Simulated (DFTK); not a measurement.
# WAu under changes of volume

One of the cells (20.751 Å³/atom); the others are scaled copies at fixed shape and fractional positions:

```
W Au
1.0
     0.00000    2.74798    2.74798
     2.74798    0.00000    2.74798
     2.74798    2.74798    0.00000
W Au
1 1
Direct
  0.00000 0.00000 0.00000
  0.75000 0.75000 0.75000
```

The cell was built by a generator and needn't be a form met in nature.

* Program: DFTK 0.8.2
* Functional: PBE
* Potentials or basis: dojo.nc.sr.pbe.v0_4_1.standard.upf (PBE)
* Cutoff: 1034 eV
* k mesh: 8 × 8 × 8
* Occupations: fermi-dirac, width 0.05 eV
* Spin: no spin polarisation

| volume (Å³/atom) | energy over the lowest point (meV/atom) | pressure (GPa) |
| --- | --- | --- |
| 19.506 | 520.85 | 51.5 |
| 19.921 | ? | ? |
| 20.336 | 289.03 | 38.3 |
| 20.751 | 197.11 | 32.7 |
| 21.166 | 119.17 | 27.5 |
| 21.581 | 53.86 | 22.9 |
| 21.996 | 0.00 | 18.7 |

**Question.** What does the run at 19.921 Å³/atom give?

**Answer.** Energy over the lowest point 396.39 meV/atom; pressure 44.6 GPa.

Worked out: A Birch-Murnaghan fit of order 3 (a polynomial in V^(-2/3)) to the other rows has no minimum within the range. It gives 396.39 meV/atom at 19.921 Å³/atom, against the run's 396.39, and -dE/dV = 44.6 GPa, against 44.6.

Energies are extrapolated to zero smearing.
